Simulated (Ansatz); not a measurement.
# ZrClO+ (singlet): wave-function methods side by side, def2-SVP

One table from this session's results is given with a row withheld; the runs are named, their logs left out.

The runs use Ansatz 0.2.0, Gaussian basis; def2-SVP, core rule «outside noble gas», up to 10 orbitals frozen.

The runs, in order: UHF; CCSD(T) on RHF; CISD; CCSDT(Q) on RHF.

2 further runs of the same task are left out: 2 set aside as unsound or not needed.

## The system

The geometry is a PBE0/def2-TZVP stationary point (not a proven minimum) of the parent state, kept for this charge and spin. No spin-orbit coupling is included. Elements past krypton take def2 core potentials.

3 atoms, charge 1, spin multiplicity 1.

Atoms are counted from 1 here; the program's logs count them from 0.

Bond lengths: Zr1–O2 1.722 Å, Zr1–Cl3 2.352 Å. Angles: O2–Zr1–Cl3 109.8°.

The first run:

Contents of in.yaml:

```yaml
crystal:
  periodic: [false, false, false]
  atoms:
    - {symbol: Zr, position_ang: [0.000000, 0.294847, 0.464332]}
    - {symbol: O, position_ang: [0.000000, -1.150388, 1.400027]}
    - {symbol: Cl, position_ang: [0.000000, -0.239517, -1.826581]}
basis:
  gaussian: {orbitals: def2-SVP}
total_charge: 1
magnetization: {spin_polarized: true, initial_magnetization: 0}
hamiltonian: {xc: hf}
output: {orbitals: {seedname: orbitals}}
```

Command:

```sh
> ansatz run in.yaml --threads 1 --pin off --events-out ev --progress --plain --max-ram 4096MiB --backend cpu
```

Among the steps run: UHF; CCSD(T) on RHF; CISD; CCSDT(Q) on RHF.

One table of the session follows, with a row left open; its other results are not shown here.

| method | from RCCSDT(Q) (kcal/mol) |
| --- | --- |
| RHF | ? |
| RMP2 | +4.43 |
| RCCSD | +15.47 |
| RCCSD(T) | +1.43 |
| RCCSDT | +1.14 |
| RCCSDT(Q) | 0 |

Estimate the missing values for RHF.

The run gave: from RCCSDT(Q) (kcal/mol): +282.57. In the column «from RCCSDT(Q) (kcal/mol)» it is the highest.

Not comparable, so not listed: CISD (they don't share determinant, frozen orbitals or solution with the rows shown, or repeat one).
